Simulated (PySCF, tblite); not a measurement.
**C₄H₁₀BNO: geometry, infrared bands and NMR shifts**

Aim: predict the infrared bands and NMR shifts of C₄H₁₀BNO (`C#[N+][B@@H-](C)COC`).

Computed with tblite 0.8.0 and PySCF 2.14.0, with density-fitted response routines of our own, on a single molecule in the gas phase. Atoms are numbered from 0 throughout.

**1. Starting geometry**

17 atoms, charge 0, multiplicity 1; geometry from: force field or distance geometry start.

Bonds of the start (Å): C0–N1 1.15, N1–B2 1.52, B2–C3 1.58, B2–C4 1.58, C4–O5 1.39, O5–C6 1.40, C0–H7 1.08, B2–H8 1.18, C3–H9 1.12, C3–H10 1.11, C3–H11 1.11, C4–H12 1.11, C4–H13 1.12, C6–H14 1.10, C6–H15 1.12, C6–H16 1.12.

**2. Optimising the geometry with GFN2-xTB**

What the job is given:

```
{"job": {"kind": "relax", "xc": "GFN2-xTB", "basis": "xTB"}, "charge": 0, "multiplicity": 1}
C     -1.422000     2.501100     0.405200
N     -1.212200     1.386900     0.569200
B     -0.920800    -0.079700     0.816000
C     -2.035200    -0.899100     0.043200
C      0.482900    -0.415600     0.167000
O      1.510300     0.106400     0.938300
C      2.701500    -0.231800     0.293600
H     -1.621700     3.552200     0.263700
H     -0.947200    -0.281500     1.983200
H     -2.751100    -1.297300     0.804500
H     -1.560500    -1.722800    -0.534200
H     -2.551200    -0.191200    -0.640100
H      0.534700     0.033700    -0.848300
H      0.589500    -1.521300     0.009500
H      2.831000    -1.318200     0.193600
H      3.587200     0.131400     0.882800
H      2.777800     0.258700    -0.707700
```

Launch:

```console
$ OMP_NUM_THREADS=1 python probes_run.py task.json out
```

This one command runs all jobs of the session in turn.

**Question.** This job is followed by: GFN2-xTB harmonic vibrations, gas phase; GIAO PBE0/pcSseg-1 NMR shielding, non-relativistic, gas phase. Predict these results of the whole session: strongest single infrared mode (GFN2-xTB); zero-point energy (GFN2-xTB); ¹³C shifts against TMS (PBE0/pcSseg-1); ¹H shifts against TMS (PBE0/pcSseg-1, means over atoms taken as alike); ¹⁵N shifts against NH3 (PBE0/pcSseg-1); ¹¹B shifts against BF3·OEt2 (PBE0/pcSseg-1); ¹⁷O shifts against H2O (PBE0/pcSseg-1).

The runs gave:

| quantity | value |
| --- | --- |
| strongest single infrared mode (GFN2-xTB) | 2241 cm⁻¹, 253 km/mol |
| zero-point energy (GFN2-xTB) | 85.6 kcal/mol |
| ¹³C shifts against TMS (PBE0/pcSseg-1) | 109.0, 80.1, 64.4, 4.4 ppm |
| ¹H shifts against TMS (PBE0/pcSseg-1, means over atoms taken as alike) | 3.98, 3.47, 3.15, 2.77, 2.28, -0.14 ppm |
| ¹⁵N shifts against NH3 (PBE0/pcSseg-1) | 246.8 ppm |
| ¹¹B shifts against BF3·OEt2 (PBE0/pcSseg-1) | -32.4 ppm |
| ¹⁷O shifts against H2O (PBE0/pcSseg-1) | 17.6 ppm |

What this shows: Relaxing lowered the energy by 0.522 eV in 98 steps; the close pair that moved most is B2–C4, from 1.583 to 1.651 Å. No mode is imaginary among the 45: a minimum at this level. The strongest single mode, at 2241 cm⁻¹, moves mainly N1 and C0. GFN2-xTB is a fitted tight-binding method: band positions and strengths are rough. Its intensities can rank the bands wrongly. At PBE0/pcSseg-1: Shielding is most anisotropic at N1 (span 514 ppm, paramagnetic term -306 ppm).
